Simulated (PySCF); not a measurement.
# F3HSSi (F3Si(SH)): the cost of one run

Programs: PySCF 2.14.0, with density-fitted response routines of our own. Each step states its level of theory. These are calculated values for one molecule in the gas phase, unless marked as measured. Atoms count from 0, in the outputs and in this text.

## Step 1: Starting geometry

6 atoms, charge 0, multiplicity 1; geometry from: GFN2-xTB. The atoms were then displaced at random by about 0.03 Å, so the start is not that level's minimum.

Bonds of the start (Å): F0–Si1 1.55, Si1–F2 1.60, Si1–F3 1.51, Si1–S4 2.11, S4–H5 1.35.

## Step 2: Relaxing the molecule at PBE0-D3(BJ)/def2-SVP

The job: settings as JSON, then the geometry in Å.

```
{"job": {"xc": "PBE0", "basis": "def2-SVP", "d3": "d3bj", "grid": 1, "shake": 0.03, "kind": "geom"}, "charge": 0, "multiplicity": 1}
F     -1.234530     0.049160     1.351130
Si    -0.477990    -0.063180     0.001590
F     -0.524210     1.368570    -0.706230
F     -1.255310    -0.971400    -0.914500
S      1.475360    -0.810140     0.263160
H      2.086060     0.334940    -0.107570
```

Command:

```sh
> OMP_NUM_THREADS=1 python probes_run.py task.json out
```

This one command runs all jobs of the session in turn.

Q: Estimate the wall time and peak memory of this first job on 1 thread of Arm Neoverse V2, shared host.

About 39 s, with a peak of 0.34 GiB.
